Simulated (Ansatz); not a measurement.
# FGaH4O2 (built from SMILES F.[OH][GaH][OH]): search for a transition state

Wanted: the transition state of a four-centre ligand exchange (form Ga1–F6, H2–H5 and break Ga1–H2, H5–F6). The guess is relaxed with those distances held, a saddle search follows, and vibrations and two downhill relaxations check it.

The runs use Ansatz 0.2.0, Gaussian basis; PBE0-D4, def2-SVP first, then def2-TZVP.

31 further runs of the same task are left out: 31 set aside as unsound or not needed.

### 1 Starting geometry

The guess: 8 atoms, charge 0, spin multiplicity 1.

Atoms are counted from 1 here; the program's logs count them from 0.

Bond lengths: Ga1–O3 1.721 Å, Ga1–O4 1.722 Å, Ga1–H5 1.963 Å, Ga1–F6 2.126 Å, O3–H7 0.958 Å, O4–H8 0.959 Å. Angles: O3–Ga1–O4 126.3°, O3–Ga1–H5 117.1°, O3–Ga1–F6 113.0°, O4–Ga1–H5 116.6°, O4–Ga1–F6 111.8°, H5–Ga1–F6 34.1°, Ga1–O3–H7 120.8°, Ga1–O4–H8 120.5°.

Geometry (Å):

```xyz
8
FGaH4O2
Ga   -0.30100   -0.17470   -0.24150
H     1.49340   -0.64710    0.54910
O    -0.22450    0.16010   -1.92790
O    -1.61930   -0.90270    0.59370
H     1.28250    0.27010    0.83080
F     0.66350    1.30340    0.94430
H     0.44860    0.74230   -2.28150
H    -1.74310   -0.75160    1.53310
```

Distances that are to change: Ga1–F6 2.13 Å, H2–H5 0.98 Å, Ga1–H2 2.02 Å, H5–F6 1.21 Å.

### 2 Relaxing the guess with the reacting distances held

File hold/in.yaml:

```yaml
crystal:
  periodic: [false, false, false]
  atoms:
    - {symbol: Ga, position_ang: [-0.301000, -0.174700, -0.241500]}
    - {symbol: H, position_ang: [1.493400, -0.647100, 0.549100]}
    - {symbol: O, position_ang: [-0.224500, 0.160100, -1.927900]}
    - {symbol: O, position_ang: [-1.619300, -0.902700, 0.593700]}
    - {symbol: H, position_ang: [1.282500, 0.270100, 0.830800]}
    - {symbol: F, position_ang: [0.663500, 1.303400, 0.944300]}
    - {symbol: H, position_ang: [0.448600, 0.742300, -2.281500]}
    - {symbol: H, position_ang: [-1.743100, -0.751600, 1.533100]}
basis:
  gaussian: {orbitals: def2-SVP}
hamiltonian: {xc: pbe0, dispersion: d4}
relax: {f_tol: 0.08, max_steps: 120, escape_saddle: false, constraints: [{distance: [0, 5]}, {distance: [1, 4]}, {distance: [0, 1]}, {distance: [4, 5]}]}
```

The command line of these runs was not kept.

Further steps of the session: Saddle search in the small basis; Saddle search in triple zeta; Checking the order of the point; Relaxing after a step of 0.30 Å one way along the mode; Relaxing after a step of 0.30 Å the other way along the mode.

**Question.** What will these runs give? Wanted: imaginary mode; barrier from the start side; barrier from the end side; energy of the step; pairs that change; zero-point energy at the saddle.

The runs gave:

```
                       quantity                                                     value
                 imaginary mode                                                1009i cm⁻¹
    barrier from the start side                                                  0.549 eV
      barrier from the end side                                                  1.076 eV
             energy of the step                                                 -0.527 eV
              pairs that change  Ga1–F6 formed, H2–H5 formed, Ga1–H2 broken, H5–F6 broken
zero-point energy at the saddle                                                  1.162 eV
```

**Reading.** The point has a single imaginary mode (1009i cm⁻¹), as a transition state must. The two relaxations end on the structures that were planned. At PBE0-D4/def2-TZVP the electronic barrier is 0.549 eV, about 21 kT at 298 K, and the step runs 0.527 eV downhill. With so stiff a mode tunnelling counts: Wigner's rough correction is a factor of 2.0 at 298 K. A step off the saddle overshot and began above it in energy, so the link to its end is likely but not proven. Lower complexes than these ends may exist.
